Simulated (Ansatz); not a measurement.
**CH5InS: small, medium and large basis sets**

How large a basis does CH5InS need? Two functionals are run in growing sets.

Method: one geometry, several basis sets; program: Ansatz 0.2.0, Gaussian basis.

The runs, in order: PBE0-D4/def2-SVP; ωB97M-V/def2-SVP; PBE0-D4/def2-QZVPP; ωB97M-V/def2-QZVPP; the functionals' def2-TZVPP values are taken from earlier runs.

**1. The relaxed structure**

The geometry comes from an earlier relaxation with PBE0-D4 in a triple-zeta def2 set; it is a stationary point, not always the lowest conformer. In takes the def2 core potential; no spin-orbit term is included.

SMILES `[CH3][InH][SH]`, 8 atoms, charge 0, spin multiplicity 1.

Atoms are counted from 1 here; the program's logs count them from 0.

Bond lengths: C1–In2 2.143 Å, C1–H4 1.092 Å, C1–H5 1.090 Å, C1–H6 1.091 Å, In2–S3 2.399 Å, In2–H7 1.716 Å, S3–H8 1.343 Å. Angles: In2–C1–H4 109.4°, In2–C1–H5 110.4°, In2–C1–H6 110.4°, H4–C1–H5 108.9°, H4–C1–H6 108.2°, H5–C1–H6 109.4°, C1–In2–S3 116.6°, C1–In2–H7 130.3°, S3–In2–H7 113.2°, In2–S3–H8 94.4°.

**2. PBE0-D4 in def2-SVP**

Input file in.yaml:

```yaml
crystal:
  periodic: [false, false, false]
  atoms:
    - {symbol: C, position_ang: [-0.661346, 1.040151, 0.284336]}
    - {symbol: In, position_ang: [0.667916, -0.248322, -0.795052]}
    - {symbol: S, position_ang: [1.026645, -2.433937, 0.126453]}
    - {symbol: H, position_ang: [-1.610679, 1.111909, -0.250157]}
    - {symbol: H, position_ang: [-0.848043, 0.644646, 1.282238]}
    - {symbol: H, position_ang: [-0.238527, 2.042389, 0.365081]}
    - {symbol: H, position_ang: [1.535669, 0.021067, -2.250611]}
    - {symbol: H, position_ang: [0.220363, -2.235102, 1.182012]}
basis:
  gaussian: {orbitals: def2-SVP}
hamiltonian: {xc: pbe0, dispersion: d4}
output: {orbitals: {seedname: orbitals}}
```

Further steps of the session: ωB97M-V in def2-SVP; PBE0-D4 in def2-QZVPP; ωB97M-V in def2-QZVPP.

Before running them: what should the planned runs give, taken together? Wanted: PBE0-D4: double and triple zeta above quadruple; ωB97M-V: double and triple zeta above quadruple.

As calculated:

| quantity | value |
| --- | --- |
| PBE0-D4: double and triple zeta above quadruple | 5.74, 0.45 eV |
| ωB97M-V: double and triple zeta above quadruple | 5.82, 0.43 eV |

What this shows: For PBE0-D4 the step from double to triple zeta gains 5.29 eV and the next only 0.45 eV. Total energies overstate the basis error of differences, where much of it tends to cancel.
